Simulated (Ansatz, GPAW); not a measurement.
# Cl with GLLB-SC from a Python script

These are simulated results from GPAW 26.7.0, not measurements. The cell began as a database structure and was relaxed with r2SCAN+rVV10 in plane waves (Ansatz 0.2.0). All runs are without spin polarisation.

Space group Cmce (No. 64), orthorhombic; a = 6.250 Å, b = 4.014 Å, c = 8.147 Å in the conventional setting, 25.55 Å³ an atom. Cl is surrounded by 1 Cl at 2.02 Å.

GLLB-SC is a model potential. Its fundamental gap is the Kohn-Sham gap plus a derivative discontinuity, which the script evaluates at the band edges among the listed k points. Its total energy isn't variational and serves nothing here.

run.py reads:

```python
import json
from ase import Atoms
from gpaw import GPAW, PW, FermiDirac

atoms = Atoms(['Cl', 'Cl', 'Cl', 'Cl'],
              cell=[[3.125237, -2.007245, 0.0], [3.125237, 2.007245, -0.0], [0.0, -0.0, 8.14656]],
              scaled_positions=[[0.875635, 0.124365, 0.607478], [0.124365, 0.875635, 0.392522], [0.624365, 0.375635, 0.107478], [0.375635, 0.624365, 0.892522]],
              pbc=True)
calc = GPAW(mode=PW(400), xc='GLLBSC', kpts={'size': (6, 6, 2), 'gamma': True},
            occupations=FermiDirac(0.02), maxiter=100, legacy_gpaw=True, txt='gpaw.txt')
atoms.calc = calc
res = {'energy': atoms.get_potential_energy(force_consistent=True)}
res['electrons'] = calc.get_number_of_electrons()
res['k'] = calc.get_ibz_k_points().tolist()
res['levels'] = [calc.get_eigenvalues(kpt=i).tolist() for i in range(len(res['k']))]
points = [[0.0, 0.0, 0.0], [0.5, 0.5, 0.0], [0.353128, 0.646872, 0.0], [-0.353128, 0.353128, 0.0], [0.0, 0.0, 0.5], [-0.353128, 0.353128, 0.5], [0.353128, 0.646872, 0.5], [0.5, 0.5, 0.5], [0.0, 0.5, 0.0]]
bands = calc.fixed_density(kpts=points, symmetry='off', nbands=round(res['electrons']) // 2 + 6, convergence={'bands': -2}, txt='bands.txt')
res['points'] = [bands.get_eigenvalues(kpt=i).tolist() for i in range(len(points))]
homo, lumo = bands.get_homo_lumo()
potential = calc.hamiltonian.xc.response.calculate_discontinuity_potential(homo, lumo)
res['discontinuity'] = bands.hamiltonian.xc.response.calculate_discontinuity(potential)
json.dump(res, open('results.json', 'w'))
print('free energy (eV):', round(res['energy'], 5))
```

Command: `python run.py`. It took 54 s on 1 thread of Arm Neoverse N1 (shared host), peak memory 0.18 GiB.

The log gpaw.txt, trimmed of paths, versions and times, then the last line on the terminal. An iter line gives the energy in eV and the logarithms of the changes of orbitals (plane waves alone) and density (c: converged):

```
___ ___ ___ _ _ _
 |   |   |_  | | | |

 | | | | | . | | | |

 |__ |  _|___|_____|  26.7.0
 |___|_|

Input parameters:
  kpts: {gamma: True,
         size: (6, 6, 2)}
  maxiter: 100
  mode: {ecut: 400.0,
         name: pw}
  occupations: {fixmagmom: False,
                name: fermi-dirac,
                width: 0.02}
  xc: GLLBSC

System changes: positions, numbers, cell, pbc, initial_charges, initial_magmoms

Initialize ...

species:
  Cl:
    name:    Chlorine
    Z:       17.0
    valence: 7
    core:    10
    charge:  0.0  # [|e|]
    compensation charges:
      type: gauss
      rc: 0.25  # [Å]
      lmax: 2
    cutoffs:
      filter: 1.40  # [Å]
      core: 1.49  # [Å]
    projectors
    | kind |    occ | energy [eV] | rcut [Å] |

    |------|--------|-------------|----------|

    |   3s |  2.000 |     -24.525 |    0.794 |

    |   3p |  5.000 |     -12.463 |    0.794 |

    |    s |        |       2.686 |    0.794 |

    |    p |        |      14.748 |    0.794 |

    |    d |        |       0.000 |    0.794 |

    Using partial waves for Cl as LCAO basis

Reference energy: -50142.481872  # eV

Spin-paired calculation

Convergence criteria:
 Maximum [total energy] change in last 3 cyles: 0.0005 eV / valence electron
 Maximum integral of absolute [dens]ity change: 0.0001 electrons / valence electron
 Maximum integral of absolute [eigenst]ate change: 4e-08 eV^2 / valence electron
 Maximum number of scf [iter]ations: 100
 (Square brackets indicate name in SCF output, whereas a 'c' in
 the SCF output indicates the quantity has converged.)

Symmetries present (total): 4

  ( 1  0  0)  ( 0  1  0)  ( 0 -1  0)  (-1  0  0)
  ( 0  1  0)  ( 1  0  0)  (-1  0  0)  ( 0 -1  0)
  ( 0  0  1)  ( 0  0 -1)  ( 0  0  1)  ( 0  0 -1)

72 k-points: 6 x 6 x 2 Monkhorst-Pack grid + [1/12,1/12,1/4]
26 k-points in the irreducible part of the Brillouin zone
       k-points in crystal coordinates                weights
   0:     0.00000000    0.00000000    0.00000000          1/72
   1:     0.00000000    0.00000000    0.50000000          1/72
   2:     0.16666667   -0.16666667    0.00000000          2/72
   3:     0.16666667   -0.16666667    0.50000000          2/72
   4:     0.16666667    0.00000000    0.00000000          4/72
   5:     0.16666667    0.00000000    0.50000000          4/72
   6:     0.16666667    0.16666667    0.00000000          2/72
   7:     0.16666667    0.16666667    0.50000000          2/72
   8:     0.33333333   -0.33333333    0.00000000          2/72
   9:     0.33333333   -0.33333333    0.50000000          2/72
          ...
  25:     0.50000000    0.50000000    0.50000000          1/72

Wave functions: Plane wave expansion
  Cutoff energy: 400.000 eV
  Number of coefficients (min, max): 1840, 1912
  Pulay-stress correction: 0.000000 eV/Ang^3 (de/decut=0.000000)
  Using FFTW library
  ScaLapack parameters: grid=1x1, blocksize=None
  Wavefunction extrapolation:
    Improved wavefunction reuse through dual PAW basis

Occupation numbers: Fermi-Dirac:
  width: 0.0200  # eV

Eigensolver
   Davidson(niter=2)

Densities:
  Coarse grid: 18*18*40 grid
  Fine grid: 36*36*80 grid
  Total Charge: 0.000000

Density mixing:
  Method: separate
  Backend: msr1
  Linear mixing parameter: 0.05
  old densities: 10
  Width of damping distribution: 1.1
  Damping of long wavelength oscillations: 20

Hamiltonian:
  XC and Coulomb potentials evaluated on a 36*36*80 grid
  Using the GLLBSC Exchange-Correlation functional
  External potential:
    NoExternalPotential

XC parameters: GLLBSC functional being used consists of
  -----------------------------------------------------------------------
  | Weight | Module     | Description                                   |

  -----------------------------------------------------------------------
  |  1.000 | SCREENING  | GGA_X_PBE_SOL with 2 nearest neighbor stencil |

  |  1.000 | RESPONSE   | eps=0.0500 eV                                 |

  |  1.000 | XC         | GGA_C_PBE_SOL with 2 nearest neighbor stencil |

  -----------------------------------------------------------------------

Memory estimate:
  Process memory now: 112.27 MiB
  Calculator: 27.77 MiB
    Density: 6.51 MiB
      Arrays: 2.57 MiB
      Localized functions: 1.96 MiB
      Mixer: 1.98 MiB
    Hamiltonian: 1.72 MiB
      Arrays: 1.68 MiB
      XC: 0.00 MiB
      Poisson: 0.00 MiB
      vbar: 0.04 MiB
    Wavefunctions: 19.53 MiB
      Arrays psit_nG: 12.14 MiB
      Eigensolver: 0.65 MiB
      Projections: 0.33 MiB
      Projectors: 5.16 MiB
      PW-descriptor: 1.25 MiB

Total number of cores used: 1

Number of atoms: 4
Number of atomic orbitals: 16
Number of bands in calculation: 16
Number of valence electrons: 28
Bands to converge: occupied

... initialized

Initializing position-dependent things.

Density initialized from atomic densities
Creating initial wave functions:
  16 bands from LCAO basis set
Positions:
   0 Cl     3.125237   -1.507983    4.948856    ( 0.0000,  0.0000,  0.0000)
   1 Cl     3.125237    1.507983    3.197704    ( 0.0000,  0.0000,  0.0000)
   2 Cl     3.125237   -0.499262    0.875576    ( 0.0000,  0.0000,  0.0000)
   3 Cl     3.125237    0.499262    7.270984    ( 0.0000,  0.0000,  0.0000)

Unit cell:
           periodic     x           y           z      points  spacing
  1. axis:    yes    3.125237   -2.007245    0.000000    18     0.1877
  2. axis:    yes    3.125237    2.007245   -0.000000    18     0.1877
  3. axis:    yes    0.000000   -0.000000    8.146560    40     0.2037

  Lengths:   3.714315   3.714315   8.146560
  Angles:   90.000000  90.000000  65.422807

Effective grid spacing dv^(1/3) = 0.1990

iter:   1    -8.157971
iter:   2    -9.921167   -0.99  -1.05
iter:   3    -8.619423   -1.73  -0.99
iter:   4    -7.654107   -1.51  -1.31
iter:   5    -7.634481   -2.88  -1.37
iter:   6    -7.734184   -2.47  -1.43
iter:   7    -7.771128   -3.39  -1.85
iter:   8    -7.887116   -3.02  -2.01
iter:   9    -7.871155   -4.18  -2.74
iter:  10    -7.875533   -4.98  -3.17
iter:  11    -7.870210c  -5.67  -3.32
iter:  12    -7.872431c  -6.45  -3.90
iter:  13    -7.871985c  -7.23  -4.41c
iter:  14    -7.872083c  -7.93c -4.98c

Converged after 14 iterations.

Energy contributions relative to reference atoms: (reference = -50142.481872)

Kinetic:        +41.973331
Potential:      -38.429602
External:        +0.000000
XC:             -11.571943
Entropy (-ST):   -0.000000
Local:           +0.156132
SIC:             +0.000000
--------------------------
Free energy:     -7.872083
Extrapolated:    -7.872083

GLLBSC response reference energy: -1.38485 eV (from HOMO)

Showing only first 2 kpts
 Kpt  Band  Eigenvalues  Occupancy
  0    12     -1.49887    2.00000
  0    13     -1.38478    2.00000
  0    14      1.46538    0.00000
  0    15      2.44952    0.00000

  1    12     -1.43996    2.00000
  1    13     -1.43996    2.00000
  1    14      1.90813    0.00000
  1    15      1.90813    0.00000

Fermi level: -0.49039

Gap: 2.850 eV
Transition (v -> c):
  (s=0, k=0, n=13, [0.00, 0.00, 0.00]) -> (s=0, k=0, n=14, [0.00, 0.00, 0.00])
No difference between direct/indirect transitions

free energy (eV): -7.87208
```

The gap in the log is over the mesh alone; results.json adds the listed points. GLLB-SC gives a gap of 4.06 eV (2.850 eV Kohn-Sham over the listed points plus 1.210 eV discontinuity). On the same cell, plane-wave PBE (Ansatz, 8×8×4 k points and the special points) gives a gap of 2.20 eV and r2SCAN a gap of 2.57 eV; on shared hosts these took about 12 and 33 core-seconds on the 4-atom cell, against 54 for the script. Semilocal gaps usually lie below measured ones.
